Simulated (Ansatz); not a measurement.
# ClFGaH₃OSi: small, medium and large basis sets

Aim: see how fast density functionals converge with the basis set for ClFGaH₃OSi.

Program: Ansatz 0.2.0, Gaussian basis. Level of theory: one geometry, several basis sets. These are calculated values, not measurements.

Levels to be run: PBE0-D4/def2-SVP; ωB97M-V/def2-SVP; PBE0-D4/def2-QZVPP; ωB97M-V/def2-QZVPP; the functionals' def2-TZVPP values are taken from earlier runs.

## Step 1: Structure used throughout

An earlier PBE0-D4 in a triple-zeta def2 set relaxation fixed the geometry.

SMILES `[F][Ga]([Cl])[O][SiH3]`, 8 atoms, charge 0, spin multiplicity 1.

Atoms are counted from 1 here; the program's logs count them from 0.

Bond lengths: F1–Ga2 1.738 Å, Ga2–Cl3 2.100 Å, Ga2–O4 1.750 Å, O4–Si5 1.644 Å, Si5–H6 1.487 Å, Si5–H7 1.486 Å, Si5–H8 1.483 Å. Angles: F1–Ga2–Cl3 119.3°, F1–Ga2–O4 118.5°, Cl3–Ga2–O4 122.2°, Ga2–O4–Si5 138.0°, O4–Si5–H6 110.7°, O4–Si5–H7 110.5°, O4–Si5–H8 107.6°, H6–Si5–H7 108.9°, H6–Si5–H8 109.6°, H7–Si5–H8 109.6°.

Geometry (Å):

| atom | x (Å) | y (Å) | z (Å) |
| --- | --- | --- | --- |
| F1 | -0.0863 | -1.8903 | 1.7664 |
| Ga2 | 1.0831 | -1.1261 | 0.7320 |
| Cl3 | 3.0764 | -1.7872 | 0.7717 |
| O4 | 0.5527 | 0.1759 | -0.3093 |
| Si5 | -0.8439 | 0.9712 | -0.6553 |
| H6 | -1.4311 | 1.5602 | 0.5768 |
| H7 | -1.8329 | 0.0441 | -1.2651 |
| H8 | -0.5181 | 2.0521 | -1.6171 |

## Step 2: PBE0-D4 in def2-SVP

Input file in.yaml:

```yaml
crystal:
  periodic: [false, false, false]
  atoms:
    - {symbol: F, position_ang: [-0.086272, -1.890285, 1.766401]}
    - {symbol: Ga, position_ang: [1.083137, -1.126081, 0.732019]}
    - {symbol: Cl, position_ang: [3.076447, -1.787164, 0.771659]}
    - {symbol: O, position_ang: [0.552717, 0.175942, -0.309301]}
    - {symbol: Si, position_ang: [-0.843913, 0.971247, -0.655337]}
    - {symbol: H, position_ang: [-1.431131, 1.560175, 0.576771]}
    - {symbol: H, position_ang: [-1.832907, 0.044108, -1.265091]}
    - {symbol: H, position_ang: [-0.518078, 2.052067, -1.617132]}
basis:
  gaussian: {orbitals: def2-SVP}
hamiltonian: {xc: pbe0, dispersion: d4}
output: {orbitals: {seedname: orbitals}}
```

Run with:

```
$ ansatz run in.yaml --threads 4 --pin off --events-out ev --progress --plain --max-ram 10444MiB
```

The runs that follow: ωB97M-V in def2-SVP; PBE0-D4 in def2-QZVPP; ωB97M-V in def2-QZVPP.

**Question.** What will the summary of the whole plan be? Wanted: PBE0-D4: double and triple zeta above quadruple; ωB97M-V: double and triple zeta above quadruple.

**Answer**, as computed:

| quantity | value |
| --- | --- |
| PBE0-D4: double and triple zeta above quadruple | 22.05, 2.13 eV |
| ωB97M-V: double and triple zeta above quadruple | 21.98, 2.02 eV |

**Reading.** For PBE0-D4 the step from double to triple zeta gains 19.92 eV and the next only 2.13 eV. These are total energies; as a rule much of such shifts cancels in differences, which this series doesn't test.
